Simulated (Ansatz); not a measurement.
# Ti (Titanium): the cost of one run

All numbers are computed with Ansatz 0.2.0, driven from Python. Level of theory: DFT r2SCAN+D4, plane waves, PAW.

## Step 1: The system

The structure is hexagonal, space group P6/mmm (No. 191). Conventional cell: a = 4.600 Å, b = 4.600 Å, c = 2.820 Å, α = 90.00°, β = 90.00°, γ = 120.00°. Around Ti (site symmetry 6/mmm) lie 14 Ti at 2.82 to 3.01 Å. Ti (site symmetry -6m2) is surrounded by 11 Ti at 2.66 to 3.01 Å.

The script reads ti.vasp:

```text
Ti
1.0
   4.60000000    0.00000000    0.00000000
  -2.30000000    3.98371686    0.00000000
   0.00000000    0.00000000    2.82000000
Ti
3
Direct
   0.00000000    0.00000000    0.00000000
   0.33333333    0.66666667    0.50000000
   0.66666667    0.33333333    0.50000000
```

## Step 2: The code

vcrelax_ti.py reads:

```python
"""Cell relaxation of Ti."""

from pathlib import Path

import ansatz as az
from ase import Atoms
from ase.io import read
from ase.io import write
import matplotlib.pyplot as plt
import numpy as np

FUNCTIONAL = "r2SCAN"
VDW = "D4"
KMESH = (8, 8, 11)
SMEARING = "fermi_dirac"
TOLERANCE = 1e-10
FMAX = 0.05

def edges_and_angles(cell):
    cell = np.asarray(cell)
    a, b, c = np.linalg.norm(cell, axis=1)
    cosines = cell[1] @ cell[2] / (b * c), cell[0] @ cell[2] / (a * c), cell[0] @ cell[1] / (a * b)
    return (a, b, c, *np.degrees(np.arccos(cosines)))


def main() -> None:
    atoms = read("ti.vasp", format="vasp")
    cell = az.Crystal.from_ase(atoms)

    # every cell quantity that the symmetry leaves free
    calculation = (
        cell.calculation()
        .functional(FUNCTIONAL, dispersion=VDW)
        .pseudopotentials("paw")
        .kpoints(*KMESH)
        .occupations(SMEARING)
        .scf(tolerance=TOLERANCE)
        .relax(force_tolerance=FMAX, max_steps=60, cell=True)
        .density()
        .potential()
        .output_files(volumetric_format=["xsf", "npy"])
        .density_of_states(energy_step=0.1, method="smearing", broadening_width=0.1)
    )
    steps = []


    def collect(event):
        if event["event"] == "relax_step":
            steps.append(event["data"])


    done = calculation.session().plan().execute(on_event=collect)
    report = done.report
    for s in steps:
        flag = "" if s["accepted"] else "  (rejected)"
        print("step %2d  E = %.5f eV  largest force component = %.4f eV/A%s" % (s["step"], s["lagrangian_ev"], s["allowed_force_max_ev_ang"], flag))

    first, last = steps[0], steps[-1]
    symbols = [site.symbol for site in done.lattice.sites]
    print(f"energy gained {first['lagrangian_ev'] - last['lagrangian_ev']:.4f} eV in {len(steps) - 1} steps")
    for label, vectors in (("before", first["cell_ang"]), ("after", done.lattice.cell_ang)):
        print(label, "a b c (A) {:.4f} {:.4f} {:.4f}  angles {:.2f} {:.2f} {:.2f}".format(*edges_and_angles(vectors)), f" V = {abs(np.linalg.det(vectors)):.3f} A^3")
    print("final stress xx yy zz (GPa, compression positive):", np.round(np.diag(report["stress_gpa"]), 3) + 0.0)

    fig, (top, bottom) = plt.subplots(2, 1, sharex=True, figsize=(4.5, 4))
    top.plot([s["lagrangian_ev"] - last["lagrangian_ev"] for s in steps], "o-")
    top.set_ylabel("E - E(final) (eV)")
    bottom.semilogy([max(s["allowed_force_max_ev_ang"], 1e-6) for s in steps], "s-")
    bottom.set(xlabel="step", ylabel="largest force (eV/A)")
    fig.tight_layout()
    fig.savefig("relax.png", dpi=100)

    relaxed = Atoms(symbols, positions=[site.position_ang for site in done.lattice.sites], cell=done.lattice.cell_ang, pbc=True)
    write("relaxed.cif", relaxed, format="cif")

    n_atoms = len(report["lattice"]["sites"])
    print("F =", round(report["free_energy_ev"], 4), "eV for", n_atoms, "atoms")
    print("E(sigma -> 0) =", round(report["energy_sigma0_ev"], 4), "eV, TS =", round(report["entropy_ts_ev"], 5), "eV")
    print("closed by", report["closed_by"], "after", report["n_iterations"], "iterations")

    folder = Path(done.write_results("volumes"))
    print(sorted(path.name for path in folder.iterdir()))
    head = (folder / "rho.xsf").read_text().split("BEGIN_BLOCK")[0]
    print(head)

    dos = done.density_of_states()
    energy = np.asarray(dos.energies_ev) - dos.fermi_ev
    states, count = np.asarray(dos.spin_summed_g_bin_mean_per_ev), np.asarray(dos.spin_summed_integrated)
    g_fermi = float(np.interp(0.0, energy, states))
    print(f"g(E_F) = {g_fermi:.3f} states/eV per cell")
    # Sommerfeld coefficient of bare band electrons: pi^2 k_B^2 g / 3
    gamma = np.pi ** 2 / 3 * 8.617333e-5 ** 2 * g_fermi * 96485.33e3 / len(done.lattice.sites)
    print(f"bare Sommerfeld coefficient {gamma:.2f} mJ/(mol of atoms K^2)")
    for low, high in ((-10, -6), (-6, -3), (-3, 0), (0, 3)):
        print(f"states between {low} and {high} eV: {np.interp(high, energy, count) - np.interp(low, energy, count):.3f}")


if __name__ == "__main__":
    main()
```

## Step 3: What the engine is handed

The engine receives this input:

```yaml
crystal:
  lattice:
    - [4.6, 0.0, 0.0]
    - [-2.3, 3.98371686, 0.0]
    - [0.0, 0.0, 2.82]
  atoms:
    - { symbol: Ti, position: [0.0, 0.0, 0.0] }
    - { symbol: Ti, position: [0.33333333, 0.66666667, 0.5] }
    - { symbol: Ti, position: [0.66666667, 0.33333333, 0.5] }
kpoints:
  mp_grid:
    grid: [8, 8, 11]
hamiltonian:
  xc: r2scan
  dispersion: d4
  pseudopotentials:
    kind: paw
scf:
  convergence:
    dr2_threshold: 1.0e-10
  occupations:
    method: fermi_dirac
relax:
  f_tol: 0.05
  max_steps: 60
  cell: {}
output:
  write_density: true
  write_potential: true
  volumetric_format: [xsf, npy]
  dos:
    de: 0.1
    method:
      smearing:
        sigma: 0.1
```

## Step 4: Launch

The run is started by

```bash
$ python vcrelax_ti.py
```

**Question.** How long does this script take on 1 thread of Arm Neoverse V1, shared host, and how much memory does it need?

About 62 s, with a peak of 0.58 GiB.
